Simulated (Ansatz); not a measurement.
# CCl3F (trichlorofluoromethane): HF/3-21G

What is the electronic atomisation energy of CCl3F (trichlorofluoromethane) at HF/3-21G? 

Program for the calculation: Ansatz 0.2.0.

51 further runs of the same task are left out: 2 that didn't finish, 49 set aside as unsound or not needed. Runs told in other sessions of the task aren't counted.

## Step 1: The structure to begin with

The species is CCl3F (5 atoms), meant as a singlet with charge 0. SMILES: `FC(Cl)(Cl)Cl`. Geometry: relaxed at PBE0-D4/def2-TZVP.

Bond lengths: F1–C2 1.333 Å, C2–Cl3 1.760 Å, C2–Cl4 1.760 Å, C2–Cl5 1.760 Å. Angles: F1–C2–Cl3 108.5°, F1–C2–Cl4 108.5°, F1–C2–Cl5 108.5°, Cl3–C2–Cl4 110.4°, Cl3–C2–Cl5 110.4°, Cl4–C2–Cl5 110.4°.

## Step 2: A single-point energy at HF/3-21G

molecule.yaml reads:

```yaml
basis:
  gaussian:
    orbitals: 3-21G.json
crystal:
  periodic: [false, false, false]
  atoms:
    - {symbol: F, position_ang: [0.911880, -0.820730, 0.677360]}
    - {symbol: C, position_ang: [0.044670, -0.040210, 0.033190]}
    - {symbol: Cl, position_ang: [-1.384510, 0.157610, 1.040990]}
    - {symbol: Cl, position_ang: [-0.379970, -0.814480, -1.489160]}
    - {symbol: Cl, position_ang: [0.807920, 1.517810, -0.262390]}
output: {orbitals: {seedname: orbitals}}
hamiltonian:
  xc: hf
accuracy: high
```

The basis set 3-21G is read from a file made from the Basis Set Exchange's data (not shown).

Started as:

```console
$ ansatz run molecule.yaml --threads 1 --pin off --max-ram 3480MiB --events-out events.jsonl --progress --plain --runs-dir runs
```

Standard output:

```text
Warning: RAYON_NUM_THREADS=1 ignored (pool sized by the plan → 1); use --threads N
Functional definition: HF
  name "HF"
  exchange = exact_x
  correlation = 0
1286 factors; integrals over basis functions are off by at most 3.3e-9 eV
mean field evaluation 1: about -41039.3161 eV, gradient 4.1e1 eV
mean field evaluation 2: about -41039.7062 eV, gradient 4.2e1 eV
mean field evaluation 4: about -41044.9112 eV, gradient 2.3e0 eV
mean field evaluation 8: about -41044.9453 eV, gradient 1.9e-1 eV
mean field evaluation 16: about -41044.9455 eV, gradient 1.9e-7 eV
mean field -41044.94548278 eV, -1508.3739252288 hartree, gradient 9.1e-9 eV, S^2 0.000000; 0 other end points of the search recorded, 0 dependent functions left out
reference -41044.94548278 eV, -1508.3739252288 hartree; 33, 33 occupied and 24, 24 virtual orbitals, 1286 factors
Total energy: -41044.94548278 eV, -1508.3739252288 hartree
```

Wall time 1 s (1 thread of Arm Neoverse V2, shared host); peak memory 0.14 GiB.

## Step 3: The C atom, same level

input.yaml reads:

```yaml
crystal:
  periodic: [false, false, false]
  atoms:
    - symbol: C
      position_ang: [0.000000, 0.000000, 0.000000]
basis:
  gaussian: {orbitals: 3-21G.json}
magnetization: {spin_polarized: true, initial_magnetization: 2}
hamiltonian: {xc: hf}
accuracy: high
```

The basis set 3-21G is read from a file made from the Basis Set Exchange's data (not shown).

Run the same way, it converges to -37.48107 Eh (log not shown).

## Step 4: The Cl atom, same level

job.yaml reads:

```yaml
crystal:
  periodic: [false, false, false]
  atoms:
    - symbol: Cl
      position_ang: [0.000000, 0.000000, 0.000000]
basis:
  gaussian: {orbitals: 3-21G.json}
magnetization: {spin_polarized: true, initial_magnetization: 1}
hamiltonian: {xc: hf}
accuracy: high
```

The basis set 3-21G is read from a file made from the Basis Set Exchange's data (not shown).

Run the same way, it converges to -457.27655 Eh (log not shown).

## Step 5: The F atom

input.yaml reads:

```yaml
crystal:
  periodic: [false, false, false]
  atoms:
    - {symbol: F, position_ang: [0.000000, 0.000000, 0.000000]}
basis:
  gaussian: {orbitals: 3-21G.json}
magnetization: {spin_polarized: true, initial_magnetization: 1}
hamiltonian: {xc: hf}
accuracy: high
```

The basis set 3-21G is read from a file made from the Basis Set Exchange's data (not shown).

Run the same way, it converges to -98.84501 Eh (log not shown).

## Step 6: What came out

Level: HF/3-21G.

| quantity | value |
| --- | --- |
| molecule: total energy | -1508.37393 Eh |
| molecule: HOMO energy | -13.01 eV |
| molecule: LUMO energy | 2.57 eV |
| molecule: HOMO–LUMO gap | 15.58 eV |
| C atom: total energy | -37.48107 Eh |
| C atom: ⟨S²⟩ | 2.001 |
| Cl atom: total energy | -457.27655 Eh |
| Cl atom: ⟨S²⟩ | 0.750 |
| F atom: total energy | -98.84501 Eh |
| F atom: ⟨S²⟩ | 0.750 |
| electronic atomisation energy | 5.937 eV |

What this shows: Taking the molecule apart into free atoms costs 5.94 eV (137 kcal/mol), before zero-point energy and without spin-orbit coupling. Hartree–Fock lacks the correlation of the bonding pairs, which as a rule makes this value much too low; in minimal bases other errors can mask that. The basis has no polarisation functions, which makes bonds too weak.
